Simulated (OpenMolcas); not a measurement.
**Re⁶⁺ among point charges: CASSCF and CASPT2 levels and susceptibility**

Aim: the splitting of the states of Re⁶⁺ in the field of 2 point charges, its lowest levels with spin-orbit coupling and its magnetic susceptibility.

Method: state-averaged CASSCF and CASPT2, spin-orbit coupling by RASSI with atomic mean-field integrals. Code: OpenMolcas 26.06.

### Step 1. Starting point

| Item | Value |
| --- | --- |
| Species | Re⁶⁺ (rhenium, Z = 75, 69 electrons) |
| Basis | ANO-RCC-VDZP [7s6p4d2f1g], 68 functions |
| Scalar Hamiltonian | DKH2, point nucleus |
| Inactive shells | 1s 2s 2p 3s 3p 3d 4s 4p 4d 4f 5s 5p |
| Active space | 1 electron in 5 orbitals (5d) |
| Some configurations of this space | 5d |
| Orbitals | optimised for each spin and parity, averaged over all roots |

The outer shells:

5d
```
5d [↑ ][  ][  ][  ][  ]
```

The ion sits among 2 point charges of -1 e arranged as a linear pair (D∞h), 1.79 Å from the ion.

The work runs as a chain of OpenMolcas steps in one folder; each step below is one input file. Labels, J, g values, rates, χT and fits are worked out afterwards by a script from the matrices that RASSI stores. The input lists half of the charges; inversion (Group=XYZ) makes the rest.

### Step 2. GATEWAY and SEWARD: basis and integrals

Contents of a.inp:

```
&GATEWAY
Coord
1

Re 0.0 0.0 0.0
Basis=ANO-RCC-VDZP
Group=XYZ
NoMove
AngMom=0.0 0.0 0.0
AMFI
XField
1 Angstrom 0
0.000000 0.000000 1.790000 -1.000000
&SEWARD
```

### Step 3. CASSCF: doublets of even parity, 5 roots

Contents of a.inp:

```
&RASSCF
FileOrb=start.orb
Symmetry=1
Spin=2
nActEl=1 0 0
Inactive=15 19
Ras2=5 0
CIRoot=5 5 1
SDav=5
CIMx=300
Iter=120 100
PrWF=0.3
OrbListing=Nothing
MaxOrb=0
>>> COPY $Project.JobIph JOB001
```

start.orb holds the contracted functions of the basis, ordered by shell, or the orbitals of the step before.

### Step 4. RASSI: spin-orbit coupling between the states

Contents of a.inp:

```
&RASSI
NrOfJobIphs=1 5
1 2 3 4 5
IphNames
JOB001
EJob
SpinOrbit
DIPRint=1.0
SOCoupling=1000.0
Subsets=2
Property=9
'ANGMOM' 1 'ANGMOM' 2 'ANGMOM' 3 'MLTPL  1' 1 'MLTPL  1' 2 'MLTPL  1' 3
'AMFI' 1 'AMFI' 2 'AMFI' 3
SOProperty=3
'ANGMOM' 1 'ANGMOM' 2 'ANGMOM' 3
```

### Step 5. CASPT2: IPEA 0.25, imaginary shift 0.1 (closed shells correlated: 5s 5p)

Contents of a.inp:

```
>>> COPY JOB001 $Project.JobIph
&CASPT2
Multistate=5 1 2 3 4 5
NoMult
Frozen=14 16
IPEA=0.25
Imaginary=0.1
MaxIter=60
WThr=0.0 0.3 0.05
PrWF=0.5
NoMix
```

(Steps that only read results are left out.)

**Question.** What will these runs give? Wanted: spin-free ground state; first state of the same spin within the active space; lowest level; next level.

**Answer**, as computed:

```
                                            quantity                                                                        value
                                              method  SS-CASPT2, IPEA 0.25, imaginary shift 0.1 (closed shells correlated: 5s 5p)
                              spin-free ground state                                           2Delta, 2-fold in its orbital part
first state of the same spin within the active space                                                             2Pi at 9270 cm⁻¹
                                        lowest level                                                 2-fold, g = 0.00, 0.00, 2.14
                                          next level                                                                  9943.6 cm⁻¹
                                         χT at 300 K                                                               0.15 cm³ K/mol
                           effective moment at 300 K                                                                      1.11 μB
```

Cost by method:

```tsv
method	time of its own steps	time with the reference
A. CASSCF	1.8 s	1.8 s
B. SS-CASPT2, IPEA 0.25, imaginary shift 0.1, +5s 5p	0.72 s	2.5 s
```

Times are of one thread on a shared host.

What this shows: The spin-free ground state (2Delta) comes to 100 % from free-ion D terms and keeps the highest spin of the shell. χT at 300 K is 0.15, against 0.38 cm³ K/mol for the spin alone, so orbital moment lowers it. The field of point charges can differ much from that of real complexes. Point charges carry no covalency, so the field is a model and not that of real ligands.
